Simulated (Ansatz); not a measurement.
# H66Si32, 98 atoms: cost of a run

To be measured: the time of a single point at PBE on H66Si32.

Program: Ansatz 0.2.0 (single point, PBE, Gaussian basis). Host: Arm Neoverse N1, 56 cores, 56 hardware threads, 90 GiB; it was booked for these runs alone, one at a time. Each run is timed once from launch to exit, start-up included.

### Step 1. The job

A molecule of 98 atoms and 514 electrons, in the basis cc-pvdz.

### Step 2. Baseline

Input file input.yaml:

```yaml
crystal:
  periodic: [false, false, false]
  atoms:
    - { symbol: Si, position_ang: [0.0000, 0.0000, 0.0000] }
    - { symbol: H, position_ang: [0.0000, -0.8642, 1.2143] }
    - { symbol: H, position_ang: [0.0000, -0.8642, -1.2143] }
    - { symbol: H, position_ang: [-1.2425, 0.8224, 0.0000] }
    - { symbol: Si, position_ang: [1.9596, 1.2971, 0.0000] }
    - { symbol: H, position_ang: [1.9596, 2.1613, 1.2143] }
    - { symbol: H, position_ang: [1.9596, 2.1613, -1.2143] }
    - { symbol: Si, position_ang: [3.9193, 0.0000, 0.0000] }
    - { symbol: H, position_ang: [3.9193, -0.8642, 1.2143] }
    - { symbol: H, position_ang: [3.9193, -0.8642, -1.2143] }
    - { symbol: Si, position_ang: [5.8789, 1.2971, 0.0000] }
    - { symbol: H, position_ang: [5.8789, 2.1613, 1.2143] }
    - { symbol: H, position_ang: [5.8789, 2.1613, -1.2143] }
    - { symbol: Si, position_ang: [7.8385, 0.0000, 0.0000] }
    - { symbol: H, position_ang: [7.8385, -0.8642, 1.2143] }
    - { symbol: H, position_ang: [7.8385, -0.8642, -1.2143] }
    - { symbol: Si, position_ang: [9.7982, 1.2971, 0.0000] }
    - { symbol: H, position_ang: [9.7982, 2.1613, 1.2143] }
    - { symbol: H, position_ang: [9.7982, 2.1613, -1.2143] }
    - { symbol: Si, position_ang: [11.7578, 0.0000, 0.0000] }
    - { symbol: H, position_ang: [11.7578, -0.8642, 1.2143] }
    - { symbol: H, position_ang: [11.7578, -0.8642, -1.2143] }
    - { symbol: Si, position_ang: [13.7174, 1.2971, 0.0000] }
    - { symbol: H, position_ang: [13.7174, 2.1613, 1.2143] }
    - { symbol: H, position_ang: [13.7174, 2.1613, -1.2143] }
    - { symbol: Si, position_ang: [15.6771, 0.0000, 0.0000] }
    - { symbol: H, position_ang: [15.6771, -0.8642, 1.2143] }
    - { symbol: H, position_ang: [15.6771, -0.8642, -1.2143] }
    - { symbol: Si, position_ang: [17.6367, 1.2971, 0.0000] }
    - { symbol: H, position_ang: [17.6367, 2.1613, 1.2143] }
    - { symbol: H, position_ang: [17.6367, 2.1613, -1.2143] }
    - { symbol: Si, position_ang: [19.5963, 0.0000, 0.0000] }
    - { symbol: H, position_ang: [19.5963, -0.8642, 1.2143] }
    - { symbol: H, position_ang: [19.5963, -0.8642, -1.2143] }
    - { symbol: Si, position_ang: [21.5559, 1.2971, 0.0000] }
    - { symbol: H, position_ang: [21.5559, 2.1613, 1.2143] }
    - { symbol: H, position_ang: [21.5559, 2.1613, -1.2143] }
    - { symbol: Si, position_ang: [23.5156, 0.0000, 0.0000] }
    - { symbol: H, position_ang: [23.5156, -0.8642, 1.2143] }
    - { symbol: H, position_ang: [23.5156, -0.8642, -1.2143] }
    - { symbol: Si, position_ang: [25.4752, 1.2971, 0.0000] }
    - { symbol: H, position_ang: [25.4752, 2.1613, 1.2143] }
    - { symbol: H, position_ang: [25.4752, 2.1613, -1.2143] }
    - { symbol: Si, position_ang: [27.4348, 0.0000, 0.0000] }
    - { symbol: H, position_ang: [27.4348, -0.8642, 1.2143] }
    - { symbol: H, position_ang: [27.4348, -0.8642, -1.2143] }
    - { symbol: Si, position_ang: [29.3945, 1.2971, 0.0000] }
    - { symbol: H, position_ang: [29.3945, 2.1613, 1.2143] }
    - { symbol: H, position_ang: [29.3945, 2.1613, -1.2143] }
    - { symbol: Si, position_ang: [31.3541, 0.0000, 0.0000] }
    - { symbol: H, position_ang: [31.3541, -0.8642, 1.2143] }
    - { symbol: H, position_ang: [31.3541, -0.8642, -1.2143] }
    - { symbol: Si, position_ang: [33.3137, 1.2971, 0.0000] }
    - { symbol: H, position_ang: [33.3137, 2.1613, 1.2143] }
    - { symbol: H, position_ang: [33.3137, 2.1613, -1.2143] }
    - { symbol: Si, position_ang: [35.2734, 0.0000, 0.0000] }
    - { symbol: H, position_ang: [35.2734, -0.8642, 1.2143] }
    - { symbol: H, position_ang: [35.2734, -0.8642, -1.2143] }
    - { symbol: Si, position_ang: [37.2330, 1.2971, 0.0000] }
    - { symbol: H, position_ang: [37.2330, 2.1613, 1.2143] }
    - { symbol: H, position_ang: [37.2330, 2.1613, -1.2143] }
    - { symbol: Si, position_ang: [39.1926, 0.0000, 0.0000] }
    - { symbol: H, position_ang: [39.1926, -0.8642, 1.2143] }
    - { symbol: H, position_ang: [39.1926, -0.8642, -1.2143] }
    - { symbol: Si, position_ang: [41.1523, 1.2971, 0.0000] }
    - { symbol: H, position_ang: [41.1523, 2.1613, 1.2143] }
    - { symbol: H, position_ang: [41.1523, 2.1613, -1.2143] }
    - { symbol: Si, position_ang: [43.1119, 0.0000, 0.0000] }
    - { symbol: H, position_ang: [43.1119, -0.8642, 1.2143] }
    - { symbol: H, position_ang: [43.1119, -0.8642, -1.2143] }
    - { symbol: Si, position_ang: [45.0715, 1.2971, 0.0000] }
    - { symbol: H, position_ang: [45.0715, 2.1613, 1.2143] }
    - { symbol: H, position_ang: [45.0715, 2.1613, -1.2143] }
    - { symbol: Si, position_ang: [47.0312, 0.0000, 0.0000] }
    - { symbol: H, position_ang: [47.0312, -0.8642, 1.2143] }
    - { symbol: H, position_ang: [47.0312, -0.8642, -1.2143] }
    - { symbol: Si, position_ang: [48.9908, 1.2971, 0.0000] }
    - { symbol: H, position_ang: [48.9908, 2.1613, 1.2143] }
    - { symbol: H, position_ang: [48.9908, 2.1613, -1.2143] }
    - { symbol: Si, position_ang: [50.9504, 0.0000, 0.0000] }
    - { symbol: H, position_ang: [50.9504, -0.8642, 1.2143] }
    - { symbol: H, position_ang: [50.9504, -0.8642, -1.2143] }
    - { symbol: Si, position_ang: [52.9101, 1.2971, 0.0000] }
    - { symbol: H, position_ang: [52.9101, 2.1613, 1.2143] }
    - { symbol: H, position_ang: [52.9101, 2.1613, -1.2143] }
    - { symbol: Si, position_ang: [54.8697, 0.0000, 0.0000] }
    - { symbol: H, position_ang: [54.8697, -0.8642, 1.2143] }
    - { symbol: H, position_ang: [54.8697, -0.8642, -1.2143] }
    - { symbol: Si, position_ang: [56.8293, 1.2971, 0.0000] }
    - { symbol: H, position_ang: [56.8293, 2.1613, 1.2143] }
    - { symbol: H, position_ang: [56.8293, 2.1613, -1.2143] }
    - { symbol: Si, position_ang: [58.7890, 0.0000, 0.0000] }
    - { symbol: H, position_ang: [58.7890, -0.8642, 1.2143] }
    - { symbol: H, position_ang: [58.7890, -0.8642, -1.2143] }
    - { symbol: Si, position_ang: [60.7486, 1.2971, 0.0000] }
    - { symbol: H, position_ang: [60.7486, 2.1613, 1.2143] }
    - { symbol: H, position_ang: [60.7486, 2.1613, -1.2143] }
    - { symbol: H, position_ang: [61.9911, 0.4747, 0.0000] }
basis:
  gaussian: { orbitals: cc-pvdz }
```

Launch:

```console
> taskset -c 8-63 ansatz run input.yaml --backend cpu --max-ram 64GiB --events-out ev --progress --plain --runs-dir out
```

Output:

```text
Engine: ansatz 0.2.0, aarch64-unknown-linux-gnu
Functional definition: PBE
  exchange = pbe_x(kappa = kappa, mu = beta*pi^2/3)
  correlation = pbe_c(beta = beta)
11444 factors; their error is unknown
mean field evaluation 1: about -253014.0457 eV, gradient 4.8e1 eV
mean field evaluation 2: about -253023.4487 eV, gradient 1.9e1 eV
mean field evaluation 4: about -253025.1582 eV, gradient 8.8e-1 eV
mean field evaluation 8: about -253025.1521 eV, gradient 6.0e-2 eV
mean field evaluation 16: about -253024.9694 eV, gradient 3.4e-5 eV
mean field -253024.96939045 eV, -9298.4961186150 hartree, gradient 3.4e-5 eV, S^2 0.000000; 0 other end points of the search recorded, 0 dependent functions left out
reference -253024.96966414 eV, -9298.4961286729 hartree; 257, 257 occupied and 649, 649 virtual orbitals, 11444 factors
Total energy: -253024.96966414 eV, -9298.4961286729 hartree
```

Wall time 15 s, CPU time 11 min, peak memory 6.7 GiB, 18 SCF iterations in all (56 threads).

Size of the job: 514 electrons, 906 basis functions.

Where the time went (the program's own counters):

| phase | seconds | share of the wall time |
| --- | --- | --- |
| hamiltonian | 15 | 99 % |

### Step 3. Summary of results

| quantity | value |
| --- | --- |
| reference | 15 s on 56 threads |

What this shows: CPU time over wall time is 44, for 56 threads. The figures hold for this build, input and host.
